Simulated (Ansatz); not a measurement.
# Platinum, beta-Sn type under PBEsol: structure, energy and stiffness

What does PBEsol give for platinum in the beta-Sn type structure? We relax it, solve it on a dense k-mesh, then scale the cell to 7 volumes from 88 to 112 % of the relaxed one and try a fit of the equation of state. Spin polarisation is left out. The k-meshes are 13×13×9 for the relaxation; 22×22×11 for the dense run; 15×15×8 for the volumes.

Method: DFT PBEsol, plane waves (420 eV) with PAW, scalar-relativistic; PAW files made under PBE, frozen cores solved again for the functional, in Ansatz 0.2.0.

### 1 The starting structure

Symmetry: I4_1/amd, No. 141, tetragonal system. Conventional cell: a = 4.879 Å, b = 4.879 Å, c = 2.664 Å, α = 90.00°, β = 90.00°, γ = 90.00°. Around Pt (site symmetry -4m2) lie 6 Pt at 2.53 to 2.66 Å.

As a file:

```cif
data_structure
_symmetry_space_group_name_H-M 'I4_1/amd:1'
_symmetry_Int_Tables_number 141
_cell_length_a 4.8786
_cell_length_b 4.8786
_cell_length_c 2.6637
_cell_angle_alpha 90.000
_cell_angle_beta 90.000
_cell_angle_gamma 90.000
_cell_volume 63.40
loop_
_atom_site_label
_atom_site_type_symbol
_atom_site_symmetry_multiplicity
_atom_site_Wyckoff_symbol
_atom_site_fract_x
_atom_site_fract_y
_atom_site_fract_z
_atom_site_occupancy
Pt1 Pt 4 a 0.00000 0.00000 0.00000 1
```

### 2 Relaxation of the cell

input.yaml

```yaml
crystal:
  lattice:
    - [-2.4392984224, 2.4392984224, 1.3318569387]
    - [2.4392984224, -2.4392984224, 1.3318569387]
    - [2.4392984224, 2.4392984224, -1.3318569387]
  atoms:
    - { symbol: Pt, position: [0.0, 0.0, 0.0] }
    - { symbol: Pt, position: [0.75, 0.25, 0.5] }
hamiltonian:
  xc: pbesol
  pseudopotentials:
    kind: paw
    azcp:
      Pt: "pseudopotentials/Pt.paw.azcp"
basis:
  ecutwfc: 420
  fft_grid_basis: typed
kpoints:
  mp_grid: { grid: [13, 13, 9], shift: [0, 0, 0] }
magnetization:
  spin_polarized: false
scf:
  occupations: { method: fermi_dirac, width: 0.1 }
relax:
  max_steps: 60
  f_tol: 0.01
  cell: {}
```

On the command line:

```bash
ansatz run input.yaml --threads 2 --pin off --max-ram 5120MiB --backend cpu --events-out ev --progress --plain --runs-dir out
```

Further steps of the session: Dense single point; At 88 % of the relaxed volume; At 92 % of the relaxed volume; At 96 % of the relaxed volume; At 100 % of the relaxed volume; At 104 % of the relaxed volume; At 108 % of the relaxed volume; At 112 % of the relaxed volume.

Q: Predict the outcome of this session. Wanted: space group; conventional cell; volume; shortest distance; gap on the mesh; relative to fcc; V₀, B₀, B₀′.

As calculated:

```
                      quantity                                   value
space group (spins left aside)                      P6_3/mmc (No. 194)
             conventional cell  a = 2.732 Å, c = 4.686 Å (c/a = 1.715)
                        volume                          15.151 Å³/atom
             shortest distance                                 2.732 Å
               gap on the mesh            none (levels filled in part)
               relative to fcc                            +63 meV/atom
                   V₀, B₀, B₀′            15.133 Å³/atom, 282 GPa, 5.3
```

In words: The relaxation shrank the cell by 4.4 % in volume. What began as beta-Sn type has relaxed into hcp. What follows belongs to that structure, not to the type named at the start. The mesh has less symmetry than the lattice, which may have let the distortion in. Against the reference form of platinum (fcc, computed apart with the same settings) it stands 63 meV/atom higher. No gap shows: it is a metal or semimetal at this level. The fitted modulus is 282 GPa, among the stiffest elements; letting shape and positions relax at each volume could only lower it.
